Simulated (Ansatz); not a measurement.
# AlCl2H3OSi: up Jacob's ladder to CCSD(T)

The task here is to estimate one member of a computed series from the others.

Computed with Ansatz 0.2.0, Gaussian basis. Level: functionals in def2-TZVPP, the program's frozen cores in correlated methods.

Levels to be run: LDA (SPW92), PBE-D4, revPBE-D4, BLYP-D4, r2SCAN-D4, B97M-V, PBE0-D4, B3LYP-D4, r2SCANh-D4, r2SCAN0-D4, HSE06-D4, BHLYP-D4, CAM-B3LYP-D4, LC-ωPBE, ωB97X-V, ωB97M-V, B2PLYP, PBE-QIDH; CCSD(T)/def2-SVP; CCSD(T)/def2-TZVPP; CCSD(T)/def2-QZVPP; extrapolation to the limit; RPA on PBE.

### The relaxed structure

The geometry comes from an earlier relaxation with PBE0-D4 in a triple-zeta def2 set; it is a stationary point, not always the lowest conformer.

SMILES `[SiH3][O][Al]([Cl])[Cl]`, 8 atoms, charge 0, spin multiplicity 1.

Atoms are counted from 1 here; the program's logs count them from 0.

Bond lengths: Si1–O2 1.630 Å, Si1–H6 1.485 Å, Si1–H7 1.485 Å, Si1–H8 1.485 Å, O2–Al3 1.659 Å, Al3–Cl4 2.073 Å, Al3–Cl5 2.073 Å. Angles: O2–Si1–H6 109.8°, O2–Si1–H7 109.4°, O2–Si1–H8 109.8°, H6–Si1–H7 109.3°, H6–Si1–H8 109.2°, H7–Si1–H8 109.3°, Si1–O2–Al3 179.7°, O2–Al3–Cl4 120.3°, O2–Al3–Cl5 120.3°, Cl4–Al3–Cl5 119.4°.

Set-up of the first run:

in.yaml reads:

```yaml
crystal:
  periodic: [false, false, false]
  atoms:
    - {symbol: Si, position_ang: [0.040701, -0.861646, 1.239182]}
    - {symbol: O, position_ang: [0.013407, 0.057988, -0.106107]}
    - {symbol: Al, position_ang: [-0.022839, 0.997646, -1.472439]}
    - {symbol: Cl, position_ang: [-0.792791, 0.241625, -3.242084]}
    - {symbol: Cl, position_ang: [0.702594, 2.938709, -1.426946]}
    - {symbol: H, position_ang: [-0.074054, 0.003385, 2.441156]}
    - {symbol: H, position_ang: [1.319356, -1.615322, 1.295727]}
    - {symbol: H, position_ang: [-1.094274, -1.819484, 1.215611]}
basis:
  gaussian: {orbitals: def2-TZVPP}
hamiltonian: {xc: lda}
output: {orbitals: {seedname: orbitals}}
```

Run with:

```sh
$ ansatz run in.yaml --threads 2 --pin off --events-out ev --progress --plain --max-ram 22528MiB --backend cpu
```

Among the steps run: LDA; PBE-D4 (GGA); revPBE-D4 (GGA); BLYP-D4 (GGA); r2SCAN-D4 (meta-GGA); B97M-V (meta-GGA); B3LYP-D4 (hybrid); r2SCANh-D4 (hybrid); r2SCAN0-D4 (hybrid); HSE06-D4 (hybrid); BHLYP-D4 (hybrid); CAM-B3LYP-D4 (range-separated); LC-ωPBE (range-separated); ωB97X-V (range-separated); ωB97M-V (range-separated); B2PLYP (double hybrid); PBE-QIDH (double hybrid).

One of the session's tables, all rows but one given; the rest of the session is left out.

It belongs to the step «Frontier levels by functional». 

| functional | HOMO (eV) | gap (eV) |
| --- | --- | --- |
| LDA (SPW92) | -7.66 | 5.39 |
| PBE-D4 | -7.55 | 5.58 |
| revPBE-D4 | -7.51 | 5.69 |
| BLYP-D4 | -7.43 | 5.56 |
| r2SCAN-D4 | -7.92 | 6.40 |
| B97M-V | -8.00 | 6.24 |
| PBE0-D4 | -8.99 | 7.89 |
| B3LYP-D4 | -8.75 | 7.38 |
| r2SCANh-D4 | -8.45 | 7.20 |
| r2SCAN0-D4 | ? | ? |
| HSE06-D4 | -8.59 | 7.11 |
| BHLYP-D4 | -10.34 | 10.05 |
| CAM-B3LYP-D4 | -10.40 | 10.23 |
| LC-ωPBE | -11.79 | 12.90 |
| ωB97X-V | -11.44 | 12.32 |
| ωB97M-V | -11.27 | 11.85 |

Estimate the missing values for r2SCAN0-D4.

Worked estimate for «HOMO (eV)». Against the share of exact exchange, r2SCAN-D4 (0, -7.92), r2SCANh-D4 (0.1, -8.45) give a slope of -5.30 per unit share; at 0.25 the line stands at -9.24.

The run gave: HOMO (eV): -9.24; gap (eV): 8.39. In «HOMO (eV)» the line misses by 0.00.
